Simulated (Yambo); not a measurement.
# TiB2 (P6/mmm) in Yambo: a series of runs

The runs below take TiB2 through optical spectrum, with PBEsol.

Everything below comes from runs of Yambo 5.3.0. Logs are shortened: lines on timing, memory, paths and dates and some standing lists are left out, and cuts for length are marked.

## (1) The crystal as given

It takes space group P6/mmm (No. 191, hexagonal). The conventional cell has a = 3.029 Å, b = 3.029 Å, c = 3.228 Å, α = 90.00°, β = 90.00°, γ = 120.00°. Around Ti (site symmetry 6/mmm) lie 12 B at 2.38 Å. Around B (site symmetry -6m2) lie 3 B at 1.75 Å.

## (2) Optical spectrum, PBEsol

Input file optics2.in:

```
optics
chi
tddft
Chimod= "ALDA"
% BndsRnXd
 1 | 29 |
%
NGsBlkXd= 3 Ry
% LongDrXd
 1 | 0 | 0 |
%
% QpntsRXd
 1 | 1 |
%
% EnRngeXd
 0 | 30 | eV
%
% DmRngeXd
 0.05 | 0.05 | eV
%
ETStpsXd= 300
FxcGRLc= 3 Ry
VXCRLvcs= 3 Ry
```

Input file scf.in:

```
&CONTROL
  calculation = 'scf'
  prefix = 'pwscf'
  outdir = './tmp'
  pseudo_dir = './pseudo'
/
&SYSTEM
  ibrav = 0
  nat = 3
  ntyp = 2
  ecutwfc = 84
  nbnd = 15
  occupations = 'smearing'
  smearing = 'fd'
  degauss = 0.00367493
  force_symmorphic = .true.
/
&ELECTRONS
  conv_thr = 6d-10
  electron_maxstep = 120
  mixing_beta = 0.5
/
ATOMIC_SPECIES
Ti    47.8670 Ti.upf
B     10.8100 B.upf
CELL_PARAMETERS angstrom
   3.0292000000    0.0000000000    0.0000000000
  -1.5146000000    2.6233641531    0.0000000000
   0.0000000000    0.0000000000    3.2284000000
ATOMIC_POSITIONS angstrom
Ti     0.0000000000    0.0000000000    0.0000000000
B      1.5146000002    0.8744547176    1.6142000000
B     -0.0000000002    1.7489094355    1.6142000000
K_POINTS automatic
12 12 10 0 0 0
```

Input file nscf.in:

```
&CONTROL
  calculation = 'nscf'
  prefix = 'pwscf'
  outdir = './tmp'
  pseudo_dir = './pseudo'
/
&SYSTEM
  ibrav = 0
  nat = 3
  ntyp = 2
  ecutwfc = 84
  nbnd = 29
  occupations = 'smearing'
  smearing = 'fd'
  degauss = 0.00367493
  force_symmorphic = .true.
/
&ELECTRONS
  conv_thr = 1d-08
  diago_full_acc = .true.
  diago_thr_init = 1d-06
/
ATOMIC_SPECIES
Ti    47.8670 Ti.upf
B     10.8100 B.upf
CELL_PARAMETERS angstrom
   3.0292000000    0.0000000000    0.0000000000
  -1.5146000000    2.6233641531    0.0000000000
   0.0000000000    0.0000000000    3.2284000000
ATOMIC_POSITIONS angstrom
Ti     0.0000000000    0.0000000000    0.0000000000
B      1.5146000002    0.8744547176    1.6142000000
B     -0.0000000002    1.7489094355    1.6142000000
K_POINTS automatic
12 12 10 0 0 0
```

Potentials or basis: PseudoDojo 0.4.1 SR PBEsol standard.

The run is started by

```
$ OMP_NUM_THREADS=1 pw.x -in scf.in > scf.out
$ OMP_NUM_THREADS=1 pw.x -in nscf.in > nscf.out
$ cd tmp/pwscf.save; p2y; mv SAVE ../..; cd ../..
$ OMP_NUM_THREADS=1 yambo
$ OMP_NUM_THREADS=1 yambo -F optics2.in -J optics2 -C optics2_out
```

Yambo's report:

```text
[... sections 02.01 to 02.04 as in the set-up run ...]

  [02.05] Energies & Occupations
  ==============================

  [X] === General ===
  [X] Electronic Temperature                        :  0.258606E-1   300.100    [eV K]
  [X] Bosonic    Temperature                        :  0.258606E-1   300.100    [eV K]
  [X] Finite Temperature mode                       : yes
  [X] El. density                                   :  0.70161E+24 [cm-3]
  [X] Fermi Level                                   :  15.11140 [eV]

  [X] === Gaps and Widths ===
  [X] Conduction Band Min                           :  15.11140 [eV]
  [X] Valence Band Max                              :  15.11140 [eV]
  [X] Filled Bands                                  :   8
  [X] Metallic Bands                                :   9  10
  [X] Empty Bands                                   :  11  29

  [X] === Metallic Characters ===
  [X] N of el / N of met el                         :  18.00000   2.01335
  [X] Average metallic occ.                         :  0.251669

  [WARNING] [X] Metallic system

 [03] Transferred momenta grid and indexing
 ==========================================

 IBZ Q-points                                      :  114
 BZ  Q-points                                      :  1440

 K/Q-points units:
 rlu = crystal or reduced units; cc = cartesian coordinates; iku = interal k-units

 Q [  1]        [rlu]:  0.000000  0.000000  0.000000
 Q [  2]        [rlu]:  0.000000  0.000000  0.100000
 Q [  3]        [rlu]:  0.000000  0.000000  0.200000
 Q [  4]        [rlu]:  0.000000  0.000000  0.300000
 Q [  5]        [rlu]:  0.000000  0.000000  0.400000
 Q [  6]        [rlu]:  0.000000  0.000000 -0.500000
[... 42 lines left out ...]
 Q [ 49]        [rlu]:  0.083333  0.166667  0.000000
 Q [ 50]        [rlu]:  0.083333  0.166667  0.100000

 Remaining 64 points informations can be written running with -fatlog

 [04] Dipoles
 ============

  [04.01] Setup: observables and procedures
  =========================================

  [WF-Oscillators/G space/Transverse up loader] Normalization (few states)  min/max  :  0.16684E-16   1.0000

  [WR./optics2//ndb.dipoles]------------------------------------------------------
   Brillouin Zone Q/K grids (IBZ/BZ)                :   114  1440   114  1440
   RL vectors                                       :  2869 [WF]
   Fragmentation                                    : yes
   Electronic Temperature                           :  300.1000 [K]
   Bosonic    Temperature                           :  300.1000 [K]
   DIP band range                                   :   1  29
   DIP band range limits                            :  10   9
   DIP e/h energy range                             : -1.000000 -1.000000 [eV]
   RL vectors in the sum                            :  2869
   [r,Vnl] included                                 : yes
   Bands ordered                                    : yes
   Direct v evaluation                              : no
   Approach used                                    : G-space v
   Dipoles computed                                 : R V P [G-space]
   Wavefunctions                                    : Perdew, Burke & Ernzerhof SOL(X)+Perdew, Burke & Ernzerhof SOL(C)

  [WARNING] [r,Vnl^pseudo] included in position and velocity dipoles.

  [WARNING] In case H contains other non local terms, these are neglected

 [05] Optics
 ===========

 [xc] Functional : Perdew, Burke & Ernzerhof SOL(X)+Perdew, Burke & Ernzerhof SOL(C)
 [xc] LIBXC used to calculate xc functional
  PP Number of Atomic Species                      :  2
  NLCC RL compoments                               :  17999
 [X-CG] R(p) Tot o/o(of R):   18273  263478     100

 [WARNING] The system is a metal but Drude term not included.
```

It took 3.8 min on 1 thread of Intel Xeon at 2.50GHz (Skylake/Cascade Lake), shared host; peak memory 0.67 GiB.

Results:

```
Band gap on the k mesh, mean-field level : none (metal or under the smearing width)
Peak of the energy-loss function         : 23.7 eV
```

Dielectric function (along the field direction of the input):
```
energy (eV)  real part  imaginary part
       0.30     -68.26           66.49
       1.30       1.59           33.97
       2.31       0.25           10.33
       3.31      -1.19            9.52
       4.41      -2.37           10.00
       5.42       3.00            6.41
       6.42       0.89            7.34
       7.53       1.92            5.09
       8.53      -2.59            6.51
       9.53       1.20            6.31
      10.64      -1.61            5.72
      11.64      -2.15            5.84
      12.64      -2.59            4.13
      13.75      -2.92            2.97
      14.75      -2.05            1.72
      15.75      -1.39            1.20
      16.86      -1.23            0.94
      17.86      -0.91            0.58
      18.86      -0.50            0.34
      19.97      -0.65            0.39
```

Energy-loss function:
```
energy (eV)   loss
        0.0  0.000
        1.3  0.029
        2.6  0.057
        3.9  0.095
        5.2  0.159
        6.5  0.166
        7.8  0.103
        9.1  0.164
       10.4  0.148
       11.7  0.182
       13.0  0.187
       14.3  0.221
       15.7  0.288
       17.0  0.436
       18.3  0.749
       19.6  0.929
       20.9  1.546
       22.2  3.119
       23.5  3.073
       24.8  2.521
       26.1  1.037
       27.4  0.880
       28.7  0.678
       30.0  0.401
```

Caveat: the LDA kernel is used on GGA states, which is inconsistent by a few percent; the intraband (Drude) term of the metal is left out; the ground state has no gap, which makes the many-body step unreliable; these spectra lack excitons.

## (3) Optical spectrum, PBEsol

Input file optics3.in:

```
optics
chi
Chimod= "IP"
% BndsRnXd
 1 | 29 |
%
% LongDrXd
 1 | 0 | 0 |
%
% QpntsRXd
 1 | 1 |
%
% EnRngeXd
 0 | 10 | eV
%
% DmRngeXd
 0.1 | 0.1 | eV
%
ETStpsXd= 150
```

scf.in is that of step 2.

nscf.in is that of step 2.

Potentials or basis: PseudoDojo 0.4.1 SR PBEsol standard.

The run is started by

```
$ OMP_NUM_THREADS=1 pw.x -in scf.in > scf.out
$ OMP_NUM_THREADS=1 pw.x -in nscf.in > nscf.out
$ cd tmp/pwscf.save; p2y; mv SAVE ../..; cd ../..
$ OMP_NUM_THREADS=1 yambo
$ OMP_NUM_THREADS=1 yambo -F optics3.in -J optics3 -C optics3_out
```

Yambo's report:

```text
[... sections 02.01 to 02.04 as in the set-up run ...]

  [02.05] Energies & Occupations
  ==============================

  [X] === General ===
  [X] Electronic Temperature                        :  0.258606E-1   300.100    [eV K]
  [X] Bosonic    Temperature                        :  0.258606E-1   300.100    [eV K]
  [X] Finite Temperature mode                       : yes
  [X] El. density                                   :  0.70161E+24 [cm-3]
  [X] Fermi Level                                   :  15.11140 [eV]

  [X] === Gaps and Widths ===
  [X] Conduction Band Min                           :  15.11140 [eV]
  [X] Valence Band Max                              :  15.11140 [eV]
  [X] Filled Bands                                  :   8
  [X] Metallic Bands                                :   9  10
  [X] Empty Bands                                   :  11  29

  [X] === Metallic Characters ===
  [X] N of el / N of met el                         :  18.00000   2.01335
  [X] Average metallic occ.                         :  0.251669

  [WARNING] [X] Metallic system

 [03] Transferred momenta grid and indexing
 ==========================================

 IBZ Q-points                                      :  114
 BZ  Q-points                                      :  1440

 K/Q-points units:
 rlu = crystal or reduced units; cc = cartesian coordinates; iku = interal k-units

 Q [  1]        [rlu]:  0.000000  0.000000  0.000000
 Q [  2]        [rlu]:  0.000000  0.000000  0.100000
 Q [  3]        [rlu]:  0.000000  0.000000  0.200000
 Q [  4]        [rlu]:  0.000000  0.000000  0.300000
 Q [  5]        [rlu]:  0.000000  0.000000  0.400000
 Q [  6]        [rlu]:  0.000000  0.000000 -0.500000
[... 42 lines left out ...]
 Q [ 49]        [rlu]:  0.083333  0.166667  0.000000
 Q [ 50]        [rlu]:  0.083333  0.166667  0.100000

 Remaining 64 points informations can be written running with -fatlog

 [04] Dipoles
 ============

  [04.01] Setup: observables and procedures
  =========================================

  [WF-Oscillators/G space/Transverse up loader] Normalization (few states)  min/max  :  0.16684E-16   1.0000

  [WR./optics3//ndb.dipoles]------------------------------------------------------
   Brillouin Zone Q/K grids (IBZ/BZ)                :   114  1440   114  1440
   RL vectors                                       :  2869 [WF]
   Fragmentation                                    : yes
   Electronic Temperature                           :  300.1000 [K]
   Bosonic    Temperature                           :  300.1000 [K]
   DIP band range                                   :   1  29
   DIP band range limits                            :  10   9
   DIP e/h energy range                             : -1.000000 -1.000000 [eV]
   RL vectors in the sum                            :  2869
   [r,Vnl] included                                 : yes
   Bands ordered                                    : yes
   Direct v evaluation                              : no
   Approach used                                    : G-space v
   Dipoles computed                                 : R V P [G-space]
   Wavefunctions                                    : Perdew, Burke & Ernzerhof SOL(X)+Perdew, Burke & Ernzerhof SOL(C)

  [WARNING] [r,Vnl^pseudo] included in position and velocity dipoles.

  [WARNING] In case H contains other non local terms, these are neglected

 [05] Optics
 ===========

 [X-CG] R(p) Tot o/o(of R):   18273  263478     100

 [WARNING] The system is a metal but Drude term not included.
```

Run time: 3.5 min. Hardware: 1 thread of Intel Xeon at 2.50GHz (Skylake/Cascade Lake), shared host; peak memory 0.27 GiB.

What came out:

```
Band gap on the k mesh, mean-field level : none (metal or under the smearing width)
```

Dielectric function (along the field direction of the input):
| energy (eV) | real part | imaginary part |
| --- | --- | --- |
| 0.27 | -36.16 | 121.47 |
| 0.60 | 25.10 | 41.57 |
| 0.94 | 13.73 | 58.07 |
| 1.28 | 3.81 | 28.43 |
| 1.61 | 10.63 | 17.52 |
| 1.95 | 12.68 | 30.18 |
| 2.28 | -1.19 | 15.04 |
| 2.62 | 0.66 | 16.97 |
| 2.95 | -0.29 | 11.41 |
| 3.29 | -0.84 | 11.81 |
| 3.62 | 0.23 | 9.69 |
| 3.96 | 0.96 | 10.20 |
| 4.30 | 1.14 | 11.01 |
| 4.63 | -0.39 | 7.44 |
| 4.97 | 1.02 | 7.50 |
| 5.30 | 1.83 | 6.03 |
| 5.64 | 3.22 | 7.59 |
| 5.97 | 1.11 | 9.89 |
| 6.31 | 0.79 | 5.84 |
| 6.64 | 1.63 | 5.86 |
| 6.98 | 2.04 | 6.68 |
| 7.32 | 0.94 | 6.86 |
| 7.65 | 3.08 | 6.89 |
| 7.99 | 1.38 | 8.35 |
| 8.32 | -0.83 | 8.42 |
| 8.66 | -0.84 | 5.77 |
| 8.99 | -1.10 | 6.25 |
| 9.33 | -0.03 | 4.79 |
| 9.66 | -0.33 | 6.29 |
| 10.00 | -0.30 | 5.91 |

Caveat: the intraband (Drude) term of the metal is left out; the ground state has no gap, which makes the many-body step unreliable; independent-particle spectra lack excitons.
